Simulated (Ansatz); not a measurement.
# EuSb: LAPW beside PAW

The same cell of EuSb is computed with LAPW, all electrons, frozen-core PAW and all-electron PAW on datasets made for the crystal, to set the results side by side.

Method: DFT PBE, scalar-relativistic, in Ansatz 0.2.0.

1 further run of the same task is left out (set aside as unsound or not needed).

## 1. Starting point

The structure is cubic, space group F-43m (No. 216). Conventional cell: a = 7.262 Å, b = 7.262 Å, c = 7.262 Å, α = 90.00°, β = 90.00°, γ = 90.00°. Eu (site symmetry -43m) has 4 Sb at 3.14 Å as nearest neighbours. Around Sb (site symmetry -43m) lie 4 Eu at 3.14 Å.

Structure file:

```
Eu Sb
1.0
     0.00000    3.63105    3.63105
     3.63105    0.00000    3.63105
     3.63105    3.63105    0.00000
Eu Sb
1 1
Direct
  0.00000 0.00000 0.00000
  0.25000 0.25000 0.25000
```

The structure (zincblende type) was typed from a prototype and relaxed by PAW; whether it is the ground state wasn't tested.

Atoms are numbered in the order of the input: Eu1, Sb2.

## 2. LAPW, all electrons

Contents of input.yaml:

```yaml
crystal:
  lattice:
    - [0.0, 3.6310537373, 3.6310537373]
    - [3.6310537373, 0.0, 3.6310537373]
    - [3.6310537373, 3.6310537373, 0.0]
  atoms:
    - { symbol: Eu, position: [0.0, 0.0, 0.0], spin: 7.0 }
    - { symbol: Sb, position: [0.25, 0.25, 0.25] }
magnetization:
  spin_polarized: true
kpoints:
  mp_grid: { grid: [9, 9, 9] }
  band_path:
    path:
      - [0.0, 0.0, 0.0]
      - [-0.5, -0.5, 0.0]
      - [-0.375, -0.375, 0.25]
      - [-0.375, 0.0, 0.375]
      - [0.0, 0.0, 0.0]
      - [0.0, 0.0, 0.5]
      - [-0.5, -0.25, 0.25]
      - [-0.5, -0.5, 0.0]
    npoints: 8
scf:
  occupations: { method: fermi_dirac, width: 0.03 }
hamiltonian:
  xc: pbe
  pseudopotentials: { kind: all_electron, lapw: { basis_error: 0.0005 } }
output:
  forces: true
  stress: true
  eigenvalues: true
  populations: true
  dos: { projected: true, de: 0.2, e_range: [-14, 8] }
```

## 3. Frozen-core PAW

input.yaml: that of step 2 with these lines changed.

```diff
@@ -27,3 +27,3 @@
   xc: pbe
-  pseudopotentials: { kind: all_electron, lapw: { basis_error: 0.0005 } }
+  pseudopotentials: { kind: paw }
 output:
@@ -32,3 +32,5 @@
   eigenvalues: true
+  efg: { contact_densities: true }
   populations: true
+  bader: true
   dos: { projected: true, de: 0.2, e_range: [-14, 8] }
```

## 4. All-electron PAW on datasets made for the crystal

input.yaml: that of step 3 with these lines changed.

```diff
@@ -27,3 +27,3 @@
   xc: pbe
-  pseudopotentials: { kind: paw }
+  pseudopotentials: { kind: all_electron, datasets: crystal }
 output:
@@ -33,4 +33 @@
   efg: { contact_densities: true }
-  populations: true
-  bader: true
-  dos: { projected: true, de: 0.2, e_range: [-14, 8] }
```

(Steps that only read results are left out.)

Q: Predict the outcome of this session. Wanted: pressure; gap; spin moments; Bader charges.

The runs gave:

| quantity | value |
| --- | --- |
| pressure | LAPW 0.05, PAW 0.01, crystal datasets 0.05 GPa |
| gap (LAPW) | none |
| spin moments (LAPW) | Eu1 6.59, Sb2 -0.39 μB |
| Bader charges (PAW) | Eu1 +1.35, Sb2 -1.35 e |

In words: The pressure is within half a GPa of zero, so the volume is close to equilibrium at this level. Bands reach the Fermi level, so no gap opens at this level of theory, which can close a small real gap. Spin-orbit coupling is left out of this run, though the cell holds Eu; it can open or close small gaps. Within 0.3 eV of the Fermi level the largest projected share is Sb 5p (47 %). The projection holds only the free atom's occupied shells (Eu 6s, Eu 5d, Eu 4f, Sb 5s, Sb 5p in this range). In pressure, PAW differs from LAPW by -0.04 GPa. Site moments are counted in spheres whose radii differ between the methods. The price, with the outputs that each input asks for: 72 s for LAPW against 34 s for PAW, about 2.1 to one. The magnetic state is the one reached from the start moments in this cell; it needn't be the ground state. No U acts on the open 4f shell, so gap, moments and field gradients hold for the method alone: without a U such a shell tends to sit at the Fermi level.
